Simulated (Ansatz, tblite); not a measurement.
# In7N7 zinc blende off sphere (In₇N₇H₂₀): which spin state is lowest

Aim: set other spin states of In7N7 zinc blende off sphere (In₇N₇H₂₀) against its singlet, on many levels of theory.

Program: Ansatz 0.2.0, Gaussian basis. Level of theory: as each input shows. These are calculated values, not measurements.

Plan: triplet, at the geometry of the singlet (GFN1-xTB, GFN2-xTB, PBE0-D4/def2-TZVP, PBE-D4/def2-TZVP); the singlet's energies come from earlier runs.

1 further run of the same task is left out (set aside as unsound or not needed).

### Step 1. The structure

The singlet was relaxed beforehand with PBE-D4/def2-SVP.

34 atoms, charge 0, spin multiplicity 1.

Bond lengths: In1–N9 2.301 Å, In1–N10 2.209 Å, In1–H15 1.750 Å, In1–H16 1.750 Å, In2–N8 2.189 Å, In2–N11 2.189 Å, In2–N12 2.189 Å, In2–H17 1.742 Å, In3–N9 2.151 Å, In3–N11 2.316 Å, In3–N13 2.151 Å, In3–H18 1.735 Å, In4–N8 2.316 Å, In4–N9 2.151 Å, In4–N14 2.150 Å, In4–H19 1.735 Å, In5–N10 2.209 Å, In5–N14 2.301 Å and more. Angles: N9–In1–N10 97.7°, N9–In1–H15 103.2°, N9–In1–H16 103.2°, N10–In1–H15 110.3°, N10–In1–H16 110.2°, H15–In1–H16 127.3°, N8–In2–N11 101.8°, N8–In2–N12 101.7°, N8–In2–H17 116.4°, N11–In2–N12 101.6°, N11–In2–H17 116.4°, N12–In2–H17 116.4°, N9–In3–N11 103.2°, N9–In3–N13 103.8°, N9–In3–H18 121.0°, N11–In3–N13 103.1°, N11–In3–H18 101.7°, N13–In3–H18 121.0° and more.

In takes a core potential in the def2 sets. No spin-orbit coupling is included.

### Step 2. Triplet at the fixed geometry, GFN1-xTB

Tight binding, by tblite at 300 K electronic temperature and without a spin-polarisation term:

```python
tblite.interface.Calculator('GFN1-xTB', numbers, positions, charge=0, uhf=2).singlepoint()
```

Energy -1192.6317 eV; 0.13 s.

### Step 3. Triplet at the fixed geometry, GFN2-xTB

Tight binding, by tblite at 300 K electronic temperature and without a spin-polarisation term:

```python
tblite.interface.Calculator('GFN2-xTB', numbers, positions, charge=0, uhf=2).singlepoint()
```

Energy -1062.6288 eV; 0.13 s.

### Step 4. Triplet at the fixed geometry, PBE0-D4/def2-TZVP

Contents of in.yaml:

```yaml
crystal:
  periodic: [false, false, false]
  atoms:
    - {symbol: In, position_ang: [0.650081, -3.292397, 0.649842]}
    - {symbol: In, position_ang: [-2.030371, 2.032781, -2.027588]}
    - {symbol: In, position_ang: [0.744243, -0.747216, -1.901928]}
    - {symbol: In, position_ang: [-1.901985, -0.746859, 0.748482]}
    - {symbol: In, position_ang: [0.653749, -0.655401, 3.290183]}
    - {symbol: In, position_ang: [0.748117, 1.899979, 0.748157]}
    - {symbol: In, position_ang: [3.290786, -0.653822, 0.649172]}
    - {symbol: N, position_ang: [-3.068759, 0.670990, -0.663760]}
    - {symbol: N, position_ang: [-0.592347, -1.804163, -0.590037]}
    - {symbol: N, position_ang: [1.812662, -1.814916, 1.809606]}
    - {symbol: N, position_ang: [-0.668674, 0.670516, -3.068032]}
    - {symbol: N, position_ang: [-0.664133, 3.069849, -0.667284]}
    - {symbol: N, position_ang: [1.802989, 0.588692, -0.590769]}
    - {symbol: N, position_ang: [-0.588703, 0.588441, 1.805297]}
    - {symbol: H, position_ang: [1.668746, -4.058730, -0.549195]}
    - {symbol: H, position_ang: [-0.546822, -4.057853, 1.671646]}
    - {symbol: H, position_ang: [-3.037109, 3.039033, -3.031569]}
    - {symbol: H, position_ang: [1.562632, -1.567745, -3.193783]}
    - {symbol: H, position_ang: [-3.193215, -1.566659, 1.568542]}
    - {symbol: H, position_ang: [-0.543965, -1.676298, 4.055614]}
    - {symbol: H, position_ang: [1.675386, 0.540897, 4.056790]}
    - {symbol: H, position_ang: [1.569203, 3.189708, 1.569278]}
    - {symbol: H, position_ang: [4.056649, -1.673278, -0.549491]}
    - {symbol: H, position_ang: [4.056642, 0.543628, 1.670115]}
    - {symbol: H, position_ang: [-3.711020, 0.074544, -1.209185]}
    - {symbol: H, position_ang: [-3.705935, 1.218584, -0.063858]}
    - {symbol: H, position_ang: [-1.169561, -2.439303, -1.166274]}
    - {symbol: H, position_ang: [2.411493, -2.414115, 2.407084]}
    - {symbol: H, position_ang: [-1.214655, 0.074269, -3.709992]}
    - {symbol: H, position_ang: [-0.068952, 1.217949, -3.705517]}
    - {symbol: H, position_ang: [-0.063444, 3.705732, -1.215518]}
    - {symbol: H, position_ang: [-1.207638, 3.713300, -0.070387]}
    - {symbol: H, position_ang: [2.438069, 1.165249, -1.167724]}
    - {symbol: H, position_ang: [-1.164160, 1.164615, 2.442090]}
basis:
  gaussian: {orbitals: def2-TZVP, fitting: {mean_field: def2-universal-jkfit}}
magnetization: {spin_polarized: true, initial_magnetization: 2}
hamiltonian: {xc: pbe0, dispersion: d4}
scf: {omitted_lower_state_checks: [starts]}
output: {orbitals: {seedname: orbitals}}
```

The run is started by

```
$ ansatz run in.yaml --threads 2 --pin off --events-out ev --progress --plain --max-ram 32768MiB --backend cuda --devices 0, --max-vram 18GiB
```

The log of the run:

```text
Functional definition: PBE0
  name "PBE0"
  cite "Adamo & Barone, J. Chem. Phys. 110, 6158 (1999) doi:10.1063/1.478522"
  cite "Perdew, Burke & Ernzerhof, Phys. Rev. Lett. 77, 3865 (1996) doi:10.1103/PhysRevLett.77.3865"
  parent pbe
  parameter a = 0.25
  parameter kappa = 0.804
  parameter beta = 0.06672455060314922
  exchange = (1 - a)*pbe_x(kappa = kappa, mu = beta*pi^2/3) + a*exact_x
  correlation = pbe_c(beta = beta)
these checks for a lower state are left out or cut short: starts
2425 factors; integrals over basis functions are off by at most 6.3e-1 eV
mean field evaluation 1: about -46909.5065 eV, gradient 1.2e2 eV
mean field evaluation 2: about -46593.1564 eV, gradient 2.7e2 eV
mean field evaluation 4: about -46958.7638 eV, gradient 3.9e1 eV
mean field evaluation 8: about -46966.0013 eV, gradient 2.1e0 eV
mean field evaluation 16: about -46966.0534 eV, gradient 2.7e-1 eV
mean field evaluation 32: about -46966.0872 eV, gradient 2.4e-2 eV
mean field -46966.08811211 eV, -1725.9719033622 hartree, gradient 3.9e-6 eV, S^2 2.015082; 0 other end points of the search recorded, 0 dependent functions left out
reference -46966.08822388 eV, -1725.9719074695 hartree; 109, 107 occupied and 578, 580 virtual orbitals, 2425 factors
Total energy: -46967.68060496 eV, -1726.0304263948 hartree
Checks for a lower state left out: starts
```

Wall time 34 s (1 × H100 (card shared with other runs) with 2 threads of AMD EPYC 7R13, shared host); peak host memory 1.4 GiB.

HOMO -2.19 eV, LUMO -6.09 eV (over both spins; with the spin held, an empty level of the minority spin lies below the top filled one); ⟨S²⟩ 2.015 (pure: 2.00).

### Step 5. Triplet at the fixed geometry, PBE-D4/def2-TZVP

start.molden holds the orbitals of an earlier run on this state, given as this run's starting guess.

Changes to in.yaml since step 4:

```diff
@@ -38,5 +38,5 @@
 basis:
-  gaussian: {orbitals: def2-TZVP, fitting: {mean_field: def2-universal-jkfit}}
+  gaussian: {orbitals: def2-TZVP, fitting: {mean_field: def2-universal-jkfit}, initial_orbitals: start.molden}
 magnetization: {spin_polarized: true, initial_magnetization: 2}
-hamiltonian: {xc: pbe0, dispersion: d4}
+hamiltonian: {xc: pbe, dispersion: d4}
 scf: {omitted_lower_state_checks: [starts]}
```

Same command.

The log of the run:

```text
Functional definition: PBE
  name "PBE"
  cite "Perdew, Burke & Ernzerhof, Phys. Rev. Lett. 77, 3865 (1996) doi:10.1103/PhysRevLett.77.3865"
  parent pbe
  parameter kappa = 0.804
  parameter beta = 0.06672455060314922
  exchange = pbe_x(kappa = kappa, mu = beta*pi^2/3)
  correlation = pbe_c(beta = beta)
these checks for a lower state are left out or cut short: starts
2425 factors; integrals over basis functions are off by at most 6.3e-1 eV
mean field evaluation 1: about -46965.6356 eV, gradient 1.2e1 eV
mean field evaluation 2: about -46966.2131 eV, gradient 8.6e-1 eV
mean field evaluation 4: about -46966.3069 eV, gradient 8.0e-2 eV
mean field evaluation 8: about -46966.3050 eV, gradient 5.0e-2 eV
mean field evaluation 16: about -46966.3051 eV, gradient 1.8e-3 eV
mean field -46966.30506175 eV, -1725.9798761143 hartree, gradient 2.9e-6 eV, S^2 2.002869; 0 other end points of the search recorded, 0 dependent functions left out
reference -46966.30520123 eV, -1725.9798812401 hartree; 109, 107 occupied and 578, 580 virtual orbitals, 2425 factors
Total energy: -46968.08412143 eV, -1726.0452553517 hartree
Checks for a lower state left out: starts
```

It took 21 s on 1 × H100 (card shared with other runs) with 2 threads of AMD EPYC 7R13, shared host; peak host memory 1.4 GiB.

HOMO -2.17 eV, LUMO -6.25 eV (over both spins; with the spin held, an empty level of the minority spin lies below the top filled one); ⟨S²⟩ 2.003 (pure: 2.00).

### Step 6. Triplet less singlet, vertical

The singlet's energies are those of its earlier runs, whose logs aren't repeated here.

```csv
level,"triplet less singlet, vertical (kJ/mol)",time
GFN1-xTB,+302.5,0.22 s
GFN2-xTB,+309.0,0.19 s
PBE-D4/def2-TZVP,+374.9,27 s
PBE0-D4/def2-TZVP,+458.3,45 s
```

Times add the two runs; a level without a time comes out of a correlated run. Tight binding without a spin term can't rank spin states.

### Step 7. What came out

| quantity | value |
| --- | --- |
| triplet less singlet, vertical, functionals in def2-TZVP | +374.9 (PBE-D4) to +458.3 kJ/mol (PBE0-D4) |

All functionals put the triplet above the singlet, over a spread of 83.4 kJ/mol. The checks for a lower triplet were left out, so another state of that spin may lie lower. These are electronic energies, without zero-point motion, entropy or surroundings.
